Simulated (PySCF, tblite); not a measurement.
# C6H15ClOSi: geometry, infrared bands and NMR shifts

Wanted: the infrared bands and NMR shifts of C6H15ClOSi (`CO[C@@H](C)[Si@H](Cl)C(C)C`), by calculation.

Programs: tblite 0.8.0 and PySCF 2.14.0, with density-fitted response routines of our own. Each step states its level of theory. These are calculated values for one molecule in the gas phase, unless marked as measured. Atoms count from 0, in the outputs and in this text.

## Step 1: The starting structure

24 atoms, charge 0, multiplicity 1; geometry from: force field or distance geometry start.

Bonds of the start (Å): C0–O1 1.42, O1–C2 1.44, C2–C3 1.52, C2–Si4 1.94, Si4–Cl5 2.07, Si4–C6 1.92, C6–C7 1.53, C6–C8 1.54, C0–H9 1.10, C0–H10 1.08, C0–H11 1.10, C2–H12 1.09, C3–H13 1.10, C3–H14 1.11, C3–H15 1.09, Si4–H16 1.48, C6–H17 1.10, C7–H18 1.09, C7–H19 1.09, C7–H20 1.09, C8–H21 1.09, C8–H22 1.10, C8–H23 1.08.

## Step 2: Optimising the geometry with GFN2-xTB

What the job is given:

```
{"job": {"kind": "relax", "xc": "GFN2-xTB", "basis": "xTB"}, "charge": 0, "multiplicity": 1}
C      2.220600     1.397700     0.478900
O      1.339500     0.353800     0.878400
C      1.133900    -0.643100    -0.136700
C      2.204500    -1.711800    -0.010900
Si    -0.657600    -1.380600    -0.112000
Cl    -0.913100    -2.537400    -1.805100
C     -1.981800     0.003700    -0.142800
C     -1.784600     1.023200    -1.266400
C     -2.097600     0.733500     1.203200
H      2.332800     2.085500     1.326200
H      3.191600     1.010400     0.197100
H      1.768000     1.950600    -0.353600
H      1.217000    -0.160800    -1.113700
H      3.210800    -1.283900    -0.081900
H      2.148800    -2.195600     0.981600
H      2.112200    -2.489900    -0.761500
H     -0.860000    -2.268000     1.056500
H     -2.938500    -0.517600    -0.313300
H     -0.857400     1.583000    -1.148800
H     -2.609500     1.742200    -1.277000
H     -1.771200     0.536300    -2.246600
H     -2.290200     0.040900     2.027000
H     -2.930200     1.455100     1.190400
H     -1.199700     1.292600     1.438400
```

On the command line:

```
OMP_NUM_THREADS=1 python probes_run.py task.json out
```

One launch serves the whole session: the jobs run in the order shown.

**Question.** This job is followed by: GFN2-xTB harmonic vibrations, gas phase; GIAO PBE0/pcSseg-1 NMR shielding, non-relativistic, gas phase. What will the session give for the following? strongest single infrared mode (GFN2-xTB); zero-point energy (GFN2-xTB); ¹³C shifts against TMS (PBE0/pcSseg-1); ¹H shifts against TMS (PBE0/pcSseg-1, means over atoms taken as alike); ¹⁷O shifts against H2O (PBE0/pcSseg-1); ²⁹Si shifts against TMS (PBE0/pcSseg-1); ³⁵Cl shifts against HCl (PBE0/pcSseg-1).

The runs gave:

| quantity | value |
| --- | --- |
| strongest single infrared mode (GFN2-xTB) | 627 cm⁻¹, 277 km/mol |
| zero-point energy (GFN2-xTB) | 125.0 kcal/mol |
| ¹³C shifts against TMS (PBE0/pcSseg-1) | 75.2, 59.1, 23.3, 20.0, 18.0, 14.9 ppm |
| ¹H shifts against TMS (PBE0/pcSseg-1, means over atoms taken as alike) | 4.78, 3.52, 3.31, 1.40, 1.19, 1.17, 1.16 ppm |
| ¹⁷O shifts against H2O (PBE0/pcSseg-1) | 23.6 ppm |
| ²⁹Si shifts against TMS (PBE0/pcSseg-1) | 7.9 ppm |
| ³⁵Cl shifts against HCl (PBE0/pcSseg-1) | -41 ppm |

**Reading.** Relaxing lowered the energy by 0.144 eV in 104 steps; the close pair that moved most is Si4–Cl5, from 2.066 to 2.033 Å. No mode is imaginary among the 66: a minimum at this level. The strongest single mode, at 627 cm⁻¹, moves mainly H16. Unscaled tight-binding wavenumbers are off by several per cent, some by more. Its intensities can rank the bands wrongly. C2 (sp3 CH bonded to O and Si) lies farthest downfield among carbon, at 75.2 ppm; deshielded by the electronegative neighbour.
